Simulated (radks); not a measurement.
# Nb inside a hard spherical wall

The task here is to estimate one member of a computed series from the others.

Method: scalar-relativistic Kohn-Sham, r2SCAN, spin-polarised, spherical densities, finite nucleus; open shells are filled with parallel spins first. Code: radks (a radial shooting solver on a logarithmic mesh, Libxc functionals) version 1.

### The atom as given

* element: niobium (Z = 41)
* charge: 0
* electrons: 41
* configuration: [Kr] 4d4 5s1
* nuclear rms radius: 4.324 fm

The outer shells:

Nb
```
[Kr] core
4d [↑ ][↑ ][↑ ][↑ ][  ]
5s [↑ ]
```

The first run:

The run's settings:

```text
Z 41
configuration [Kr] 4d4 5s1 5p0 6s0 4f0
relativity scalar-relativistic
functional r2scan,r2scan
spin polarised
nucleus finite rms 4.324 fm
c 137.035999084
```

Among the steps run: The free atom; Wall at 15 bohr; Wall at 10 bohr; Wall at 8 bohr; Wall at 6 bohr; Wall at 4 bohr; Wall at 3 bohr; Wall at 2.5 bohr; Wall at 1.5 bohr.

One table of the session follows, with a row left open; its other results are not shown here.

| R (bohr) | E − E(free) (eV) | ε(4d) (eV) | ε(5p, empty) (eV) | ε(6s, empty) (eV) | ε(4f, empty) (eV) |
| --- | --- | --- | --- | --- | --- |
| free | 0.000 | -3.851 | -1.225 | - | - |
| 15 | 0.000 | -3.851 | -1.220 | 0.705 | 2.552 |
| 10 | 0.016 | -3.810 | -1.066 | 2.793 | 5.227 |
| 8 | 0.148 | -3.602 | -0.563 | 6.026 | 7.684 |
| 6 | 1.366 | -2.543 | 1.749 | 15.765 | 12.754 |
| 4 | 14.394 | 2.977 | 15.283 | 56.936 | 27.248 |
| 3 | 59.178 | 14.286 | 46.543 | 133.58 | 47.529 |
| 2.5 | ? | ? | ? | ? | ? |
| 1.5 | 1281.6 | 163.66 | 439.95 | 910.68 | 208.66 |

Q: Estimate the row for R (bohr) = 2.5 from the others.

Worked estimate for «E − E(free) (eV)». A straight line through the neighbours (3, 59.178) and (1.5, 1281.6) gives 59.178 + (1281.6 − 59.178) × (2.5 − 3) / (1.5 − 3) = 466.65; a parabola fitted to 3 rows on both sides gives 312.62.

As computed: E − E(free) (eV): 139.74; ε(4d) (eV): 29.236; ε(5p, empty) (eV): 88.374; ε(6s, empty) (eV): 225.08; ε(4f, empty) (eV): 68.840. In «E − E(free) (eV)» the line misses by +326.91 and the parabola by +172.88.

What this shows: Eigenvalues are for spin up. From R = 4 bohr inwards the highest occupied level lies above zero, pushed up by confinement. Shells are not refilled when levels cross, and a hard wall is a model, not a crystal.
